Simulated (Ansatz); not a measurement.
Debugging a single point in a Gaussian basis of C3H11Si2, SMILES C[Si](C)C[SiH3] (the Ansatz DFT code, driven from Python).

`energy_c3h11si2.py`
```python
"""Single point of C3H11Si2."""

import ansatz as az
from ase import Atoms
import numpy as np


def main() -> None:
    atoms = Atoms(["C", "Si", "C", "C", "Si", "H", "H", "H", "H", "H", "H", "H", "H", "H", "H", "H"], positions=[
        (-1.8695, 1.2707, -0.769),
        (-0.3975, 0.6794, 0.2144),
        (-0.9798, -0.5132, 1.5294),
        (0.8087, -0.1652, -0.9369),
        (2.3895, -0.5695, -0.0278),
        (-2.3642, 0.4027, -1.2513),
        (-1.5307, 1.9837, -1.5484),
        (-2.5876, 1.7765, -0.0914),
        (-0.1207, -0.8265, 2.1566),
        (-1.4303, -1.4044, 1.0462),
        (-1.7384, -0.0158, 2.1678),
        (0.3557, -1.0988, -1.3291),
        (1.0412, 0.5137, -1.7827),
        (2.1113, -1.523, 1.0562),
        (3.3471, -1.1727, -0.9661),
        (2.9651, 0.6624, 0.532),
    ])
    mol = az.Crystal.molecule_from_ase(atoms)

    model = (
        mol.calculation()
        .basis("def2-SVP")
        .functional("pbe0")
        .spin("collinear", total=1)
        .forces()
    )
    done = model.run(threads=1)
    summary = done.report

    print(f"E = {summary['free_energy_ev']:.6f} eV = {summary['free_energy_ev'] / 27.211386246:.7f} Ha")
    print("converged:", summary["converged"], " doubts:", summary["published_state_doubts"] or "none")

    state = summary["mean_field"]["state"]
    print(f"mean field: {state['energy']['hartree']:.7f} Ha, <S^2> = {abs(state['spin_squared']):.4f}, stability: {state.get('stability', {}).get('kind')}")

    symbols = [site.symbol for site in mol.cartesian_sites]
    print("forces (eV/A)")
    for symbol, f in zip(symbols, summary["forces_ev_ang"]):
        print(f"  {symbol:2s} {f[0]:9.4f} {f[1]:9.4f} {f[2]:9.4f}")

    charges = summary["charge_distribution"]
    dipole = np.array(charges["dipole_moment_e_ang"]) * 4.803205
    print("dipole (D): {:.3f} {:.3f} {:.3f}, length {:.3f}".format(*dipole, np.linalg.norm(dipole)))
    print("atom  Mulliken   Lowdin")
    for symbol, m, l in zip(symbols, charges["mulliken_charges_e"], charges["lowdin_charges_e"]):
        print(f"{symbol:4s} {m:9.3f} {l:8.3f}")


if __name__ == "__main__":
    main()
```

```console
$ python energy_c3h11si2.py
Traceback (most recent call last):
  File "energy_c3h11si2.py", line 59, in <module>
    main()
    ~~~~^^
  File "energy_c3h11si2.py", line 31, in main
    .basis("def2-SVP")
     ~~~~~^^^^^^^^^^^^
  ...
ansatz.errors.InputError: .basis: cutoff (an energy: a number in eV, or e.g. 30 * az.Ry) is a number, got 'def2-SVP'
$ echo $?
1
```
(Library frames cut from the traceback.)

Find the fault and give the corrected script.

The fault: the basis name must go under gaussian=. The correction:

```diff
--- before
+++ after
@@ -30,3 +30,3 @@
         mol.calculation()
-        .basis("def2-SVP")
+        .basis(gaussian="def2-SVP")
         .functional("pbe0")
```

After the fix:

```console
$ python energy_c3h11si2.py
E = -19027.042765 eV = -699.2309246 Ha
converged: True  doubts: none
mean field: -699.2309246 Ha, <S^2> = 0.7517, stability: minimum
forces (eV/A)
  C    -0.2071    0.4026   -0.0572
  Si   -0.2260    0.1025   -0.1053
  C     0.0782   -0.0213    0.3827
  C     0.1706    0.0284   -0.1308
  Si   -0.1802   -0.0041   -0.4797
  H     0.0240    0.2209    0.0456
  H    -0.2827   -0.1673    0.1460
  H     0.0575   -0.0877   -0.3388
  H    -0.3710   -0.0574   -0.0389
  H     0.0576    0.1084    0.1897
  H     0.1885   -0.2689   -0.0814
  H     0.0564    0.1548   -0.0484
  H    -0.0559   -0.2139    0.1023
  H    -0.0086   -0.3030    0.3913
  H     0.4590   -0.2460   -0.2065
  H     0.2395    0.3521    0.2293
dipole (D): -0.946 -0.229 -0.502, length 1.095
atom  Mulliken   Lowdin
C       -0.323   -0.138
Si       0.333    0.242
C       -0.336   -0.131
C       -0.507   -0.258
Si       0.356    0.309
H        0.078    0.023
H        0.078    0.020
H        0.077    0.021
H        0.085    0.019
H        0.080    0.024
H        0.079    0.022
H        0.103    0.037
H        0.104    0.036
H       -0.071   -0.076
H       -0.071   -0.080
H       -0.065   -0.071
```

Total energies depend on the basis set; only differences at equal settings carry meaning. The geometry is a force-field or estimated start, not a minimum of this method, and the basis set is short of its limit. The species is open-shell (spin multiplicity 2). The Löwdin charges here are taken after orthogonalising the functions within each atom; they differ from plain Löwdin charges, and their signs can be unphysical. The whole script took 15 s on 1 thread of Arm Neoverse V1, on a shared host, peak memory 0.49 GiB.

(A comment or docstring line of the script was reworded after the run, the code is as it ran; lines on the test bed's own set-up are left out of the output.)
